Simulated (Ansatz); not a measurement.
**Na2MoH6: a trial structure relaxed**

Where does this trial cell of Na2MoH6 go when cell and atoms are let free?

Program: Ansatz 0.2.0. Level of theory: DFT PBE, scalar-relativistic, plane waves, PAW. These are calculated values, not measurements.

## (1) The starting structure

It takes space group P4/mmm (No. 123, tetragonal). The conventional cell has a = 4.422 Å, b = 4.422 Å, c = 8.844 Å, α = 90.00°, β = 90.00°, γ = 90.00°. Na (site symmetry 4mm) has 12 H at 3.13 Å as nearest neighbours. Around H (site symmetry mmm) lie 2 Mo at 2.21 Å and 4 Na at 3.13 Å. Around H (site symmetry mmm) lie 4 Na at 3.13 Å and 8 H at 3.13 Å. Around H (site symmetry 4mm) lie 1 Mo at 2.21 Å and 4 Na at 3.13 Å. Around Mo (site symmetry 4/mmm) lie 6 H at 2.21 Å.

As a file:

```cif
data_structure
_symmetry_space_group_name_H-M 'P4/mmm'
_symmetry_Int_Tables_number 123
_cell_length_a 4.4222
_cell_length_b 4.4222
_cell_length_c 8.8444
_cell_angle_alpha 90.000
_cell_angle_beta 90.000
_cell_angle_gamma 90.000
_cell_volume 172.96
loop_
_atom_site_label
_atom_site_type_symbol
_atom_site_symmetry_multiplicity
_atom_site_Wyckoff_symbol
_atom_site_fract_x
_atom_site_fract_y
_atom_site_fract_z
_atom_site_occupancy
Na1 Na 2 h 0.50000 0.50000 0.25000 1
H1 H 2 f 0.50000 0.00000 0.00000 1
H2 H 2 e 0.50000 0.00000 0.50000 1
H3 H 2 g 0.00000 0.00000 0.25000 1
Mo1 Mo 1 a 0.00000 0.00000 0.00000 1
```

Recipe of the guess: ordered vacancies on the cation sites of perovskite (P4/mmm, No. 123). The dimensions are guesses.

## (2) Probe: one point on a coarse mesh

The input, input.yaml:

```yaml
crystal:
  lattice:
    - [4.42221919, 0.0, 0.0]
    - [0.0, 4.42221919, 0.0]
    - [0.0, 0.0, 8.84443838]
  atoms:
    - { symbol: Na, position: [0.5, 0.5, 0.25] }
    - { symbol: Na, position: [0.5, 0.5, 0.75] }
    - { symbol: H, position: [0.5, 0.0, 0.0] }
    - { symbol: H, position: [0.5, 0.0, 0.5] }
    - { symbol: H, position: [0.0, 0.5, 0.0] }
    - { symbol: H, position: [0.0, 0.5, 0.5] }
    - { symbol: H, position: [0.0, 0.0, 0.25] }
    - { symbol: H, position: [0.0, 0.0, 0.75] }
    - { symbol: Mo, position: [0.0, 0.0, 0.0] }
basis:
  ecutwfc: 420
kpoints:
  mp_grid: { grid: [4, 4, 2] }
hamiltonian:
  xc: pbe
scf:
  occupations: { method: gaussian, width: 0.1 }
  lower_state_search: "off"
output:
  forces: true
  stress: true
  eigenvalues: true
```

Command:

```sh
> ansatz run input.yaml --threads 1 --pin off --max-ram 2048MiB --backend cpu --events-out ev --progress --plain --runs-dir out
```

Further runs follow: coarse relaxation; spin check on a coarse mesh; final relaxation.

Q: Predict the outcome of this session. Wanted: conventional cell; volume; energy over the elements; gap on the mesh.

**Answer**, as computed:

| quantity | value |
| --- | --- |
| symmetry at the end (tolerance 0.05 Å) | space group P4/mmm (No. 123) |
| conventional cell | a = 3.428 Å, b = 3.428 Å, c = 8.614 Å, α = 90.00°, β = 90.00°, γ = 90.00° |
| volume | 11.25 Å³/atom |
| energy over the elements (uncorrected; H, N, O, F and Cl as molecules) | +0.41 eV/atom |
| gap on the mesh | none (metal) |

The space group P4/mmm (No. 123) is kept, and the volume per atom shrinks by 41.5 % from the first guess. With a positive formation energy it can't be a ground state. No finished test with a distortion of lower symmetry is shown, so the end may be a saddle point. Other magnetic orders were not searched.
